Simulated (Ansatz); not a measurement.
# InAsH6: a ladder of functionals and wavefunction methods

The task here is to estimate one member of a computed series from the others.

Method: functionals in def2-TZVPP, the program's frozen cores in correlated methods; program: Ansatz 0.2.0, Gaussian basis.

Levels to be run: LDA (SPW92), PBE-D4, revPBE-D4, BLYP-D4, r2SCAN-D4, B97M-V, PBE0-D4, B3LYP-D4, r2SCANh-D4, r2SCAN0-D4, HSE06-D4, BHLYP-D4, CAM-B3LYP-D4, LC-ωPBE, ωB97X-V, ωB97M-V, B2PLYP, PBE-QIDH; CCSD(T)/def2-SVP; CCSD(T)/def2-TZVPP; MP2/def2-QZVPP; extrapolation to the limit; RPA on PBE.

## The relaxed structure

All runs share one geometry, relaxed beforehand with PBE0-D4 in a triple-zeta def2 set. In takes the def2 core potential; no spin-orbit term is included.

SMILES `[AsH3+][InH3-]`, 8 atoms, charge 0, spin multiplicity 1.

Atoms are counted from 1 here; the program's logs count them from 0.

Bond lengths: As1–In2 2.905 Å, As1–H3 1.510 Å, As1–H4 1.510 Å, As1–H5 1.510 Å, In2–H6 1.730 Å, In2–H7 1.730 Å, In2–H8 1.730 Å. Angles: In2–As1–H3 120.7°, In2–As1–H4 120.7°, In2–As1–H5 120.7°, H3–As1–H4 96.2°, H3–As1–H5 96.2°, H4–As1–H5 96.2°, As1–In2–H6 94.7°, As1–In2–H7 94.6°, As1–In2–H8 94.7°, H6–In2–H7 119.3°, H6–In2–H8 119.3°, H7–In2–H8 119.3°.

The first run:

in.yaml

```yaml
crystal:
  periodic: [false, false, false]
  atoms:
    - {symbol: As, position_ang: [-0.634951, 0.325495, -0.984696]}
    - {symbol: In, position_ang: [0.881638, -0.451957, 1.367658]}
    - {symbol: H, position_ang: [-1.666391, 1.425976, -0.909268]}
    - {symbol: H, position_ang: [-1.512856, -0.672538, -1.701540]}
    - {symbol: H, position_ang: [0.065880, 0.842567, -2.218453]}
    - {symbol: H, position_ang: [0.110039, 0.685574, 2.417654]}
    - {symbol: H, position_ang: [2.419197, -0.061404, 0.678290]}
    - {symbol: H, position_ang: [0.337443, -2.093722, 1.350363]}
basis:
  gaussian: {orbitals: def2-TZVPP}
hamiltonian: {xc: lda}
output: {orbitals: {seedname: orbitals}}
```

Among the steps run: LDA; PBE-D4 (GGA); revPBE-D4 (GGA); BLYP-D4 (GGA); r2SCAN-D4 (meta-GGA); B97M-V (meta-GGA); PBE0-D4 (hybrid); B3LYP-D4 (hybrid); r2SCANh-D4 (hybrid); r2SCAN0-D4 (hybrid); HSE06-D4 (hybrid); BHLYP-D4 (hybrid); CAM-B3LYP-D4 (range-separated); LC-ωPBE-D4 (range-separated; the results give it without D4); ωB97X-V (range-separated); ωB97M-V (range-separated); B2PLYP (double hybrid); PBE-QIDH (double hybrid).

One table of the session follows, with a row left open; its other results are not shown here.

It belongs to the step «Frontier levels by functional». 

| functional | HOMO (eV) | gap (eV) |
| --- | --- | --- |
| LDA (SPW92) | -6.54 | 4.86 |
| PBE-D4 | -6.47 | 5.02 |
| revPBE-D4 | -6.44 | 5.08 |
| BLYP-D4 | -6.40 | 4.98 |
| r2SCAN-D4 | -6.75 | 5.72 |
| B97M-V | -6.85 | 5.52 |
| PBE0-D4 | ? | ? |
| B3LYP-D4 | -7.47 | 6.49 |
| r2SCANh-D4 | -7.18 | 6.39 |
| r2SCAN0-D4 | -7.82 | 7.38 |
| HSE06-D4 | -7.23 | 6.17 |
| BHLYP-D4 | -8.74 | 8.70 |
| CAM-B3LYP-D4 | -9.00 | 9.07 |
| LC-ωPBE | -10.34 | 11.47 |
| ωB97X-V | -10.01 | 11.03 |
| ωB97M-V | -9.85 | 10.51 |

Estimate the missing values for PBE0-D4.

**Answer.** HOMO (eV): -7.63; gap (eV): 6.92. In the column «HOMO (eV)» it lies between r2SCAN0-D4 (-7.82) and B3LYP-D4 (-7.47).
